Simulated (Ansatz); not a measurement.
**C₂H₅NSSi: one species, many methods**

One table from this session's results is given with a row withheld; the runs are named, their logs left out.

The runs use Ansatz 0.2.0, Gaussian basis; functionals in def2-TZVPP, the program's frozen cores in correlated methods.

Plan: PBE-D4, r2SCAN-D4, PBE0-D4, B3LYP-D4, ωB97X-V, ωB97M-V, B2PLYP; CCSD(T)/def2-TZVPP; MP2/def2-QZVPP; extrapolation to the limit.

## The geometry

An earlier PBE0-D4 in a triple-zeta def2 set relaxation fixed the geometry.

SMILES `C1=N[SiH2]CS1`, 10 atoms, charge 0, spin multiplicity 1.

Atoms are counted from 1 here; the program's logs count them from 0.

Bond lengths: C1–N2 1.263 Å, C1–S5 1.769 Å, C1–H6 1.094 Å, N2–Si3 1.743 Å, Si3–C4 1.905 Å, Si3–H7 1.485 Å, Si3–H8 1.485 Å, C4–S5 1.805 Å, C4–H9 1.091 Å, C4–H10 1.091 Å. Angles: N2–C1–S5 124.9°, N2–C1–H6 122.7°, S5–C1–H6 112.3°, C1–N2–Si3 112.4°, N2–Si3–C4 100.8°, N2–Si3–H7 111.3°, N2–Si3–H8 111.3°, C4–Si3–H7 112.2°, C4–Si3–H8 112.2°, H7–Si3–H8 109.0°, Si3–C4–S5 105.0°, Si3–C4–H9 112.4°, Si3–C4–H10 112.4°, S5–C4–H9 109.1°, S5–C4–H10 109.1°, H9–C4–H10 108.7°, C1–S5–C4 96.9°.

The first run:

in.yaml reads:

```yaml
crystal:
  periodic: [false, false, false]
  atoms:
    - {symbol: C, position_ang: [-1.332235, 0.831014, 0.634335]}
    - {symbol: N, position_ang: [-1.137099, -0.352083, 1.029868]}
    - {symbol: Si, position_ang: [0.268324, -1.075082, 0.294134]}
    - {symbol: C, position_ang: [0.864430, 0.354475, -0.814843]}
    - {symbol: S, position_ang: [-0.316768, 1.689905, -0.531783]}
    - {symbol: H, position_ang: [-2.167571, 1.442811, 0.987695]}
    - {symbol: H, position_ang: [1.277836, -1.451556, 1.315719]}
    - {symbol: H, position_ang: [-0.095332, -2.281045, -0.491946]}
    - {symbol: H, position_ang: [1.863703, 0.699543, -0.547161]}
    - {symbol: H, position_ang: [0.857712, 0.090816, -1.873018]}
basis:
  gaussian: {orbitals: def2-TZVPP}
hamiltonian: {xc: pbe, dispersion: d4}
output: {forces: true, orbitals: {seedname: orbitals}}
```

Started as:

```bash
$ ansatz run in.yaml --threads 4 --pin off --events-out ev --progress --plain --max-ram 10444MiB
```

Steps of the session up to this table: PBE-D4 (GGA); r2SCAN-D4 (meta-GGA); PBE0-D4 (hybrid); B3LYP-D4 (hybrid); ωB97X-V (range-separated); ωB97M-V (range-separated); B2PLYP (double hybrid); CCSD(T) in def2-TZVPP; MP2 in def2-QZVPP.

One table of the session follows, with a row left open; its other results are not shown here.

```
            method  atomisation energy (kJ/mol)
            PBE-D4                       3892.7
         r2SCAN-D4                       3796.5
           PBE0-D4                       3807.7
          B3LYP-D4                       3784.0
           ωB97X-V                       3805.2
           ωB97M-V                       3801.1
            B2PLYP                       3735.6
     HF/def2-TZVPP                       2638.6
    MP2/def2-TZVPP                       3732.4
   CCSD/def2-TZVPP                       3579.9
CCSD(T)/def2-TZVPP                            ?
           MP2/CBS                       3849.5
       CCSD(T)/CBS                       3774.2
```

**Question.** Estimate the row for CCSD(T)/def2-TZVPP.

**Answer.** atomisation energy (kJ/mol): 3657.1. In the column «atomisation energy (kJ/mol)» it lies between CCSD/def2-TZVPP (3579.9) and MP2/def2-TZVPP (3732.4).
